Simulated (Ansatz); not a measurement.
# CH2BrNSi: how energies converge with the basis set

Aim: see how fast density functionals converge with the basis set for CH2BrNSi.

Computed with Ansatz 0.2.0, Gaussian basis. Level: one geometry, several basis sets.

Plan: PBE0-D4/def2-SVP; ωB97M-V/def2-SVP; PBE0-D4/def2-QZVPP; ωB97M-V/def2-QZVPP; the functionals' def2-TZVPP values are taken from earlier runs.

**1. The relaxed structure**

The geometry comes from an earlier relaxation with PBE0-D4 in a triple-zeta def2 set; it is a stationary point.

SMILES `Br[SiH]1C=N1`, 6 atoms, charge 0, spin multiplicity 1.

Atoms are counted from 1 here; the program's logs count them from 0.

Bond lengths: Br1–Si2 2.194 Å, Si2–C3 1.764 Å, Si2–N4 1.774 Å, Si2–H5 1.469 Å, C3–N4 1.283 Å, C3–H6 1.091 Å. Angles: Br1–Si2–C3 122.7°, Br1–Si2–N4 118.9°, Br1–Si2–H5 110.6°, C3–Si2–N4 42.5°, C3–Si2–H5 124.9°, N4–Si2–H5 119.7°, Si2–C3–N4 69.2°, Si2–C3–H6 162.0°, N4–C3–H6 128.8°, Si2–N4–C3 68.3°.

**2. PBE0-D4 in def2-SVP**

in.yaml

```yaml
crystal:
  periodic: [false, false, false]
  atoms:
    - {symbol: Br, position_ang: [-1.897601, -0.649962, -1.545221]}
    - {symbol: Si, position_ang: [-0.019431, 0.054888, -0.657781]}
    - {symbol: C, position_ang: [0.220928, 0.187443, 1.084502]}
    - {symbol: N, position_ang: [0.730477, -0.901234, 0.634778]}
    - {symbol: H, position_ang: [0.825758, 0.694642, -1.675045]}
    - {symbol: H, position_ang: [0.181868, 0.550224, 2.112566]}
basis:
  gaussian: {orbitals: def2-SVP}
hamiltonian: {xc: pbe0, dispersion: d4}
output: {orbitals: {seedname: orbitals}}
```

Command:

```console
ansatz run in.yaml --threads 2 --pin off --events-out ev --progress --plain --max-ram 4352MiB
```

Further steps of the session: ωB97M-V in def2-SVP; PBE0-D4 in def2-QZVPP; ωB97M-V in def2-QZVPP.

Q: Predict the results of all the runs planned. Wanted: PBE0-D4: double and triple zeta above quadruple; ωB97M-V: double and triple zeta above quadruple.

As calculated:

| quantity | value |
| --- | --- |
| PBE0-D4: double and triple zeta above quadruple | 16.17, 1.85 eV |
| ωB97M-V: double and triple zeta above quadruple | 16.15, 1.77 eV |

What this shows: PBE0-D4 gains 14.32 eV from double to triple zeta, then 1.85 eV more. Total energies overstate the basis error of differences, where much of it tends to cancel. The LUMO of ωB97M-V is positive and keeps falling with the basis (1.53 to 0.97 eV): an unbound level that the basis holds in place.
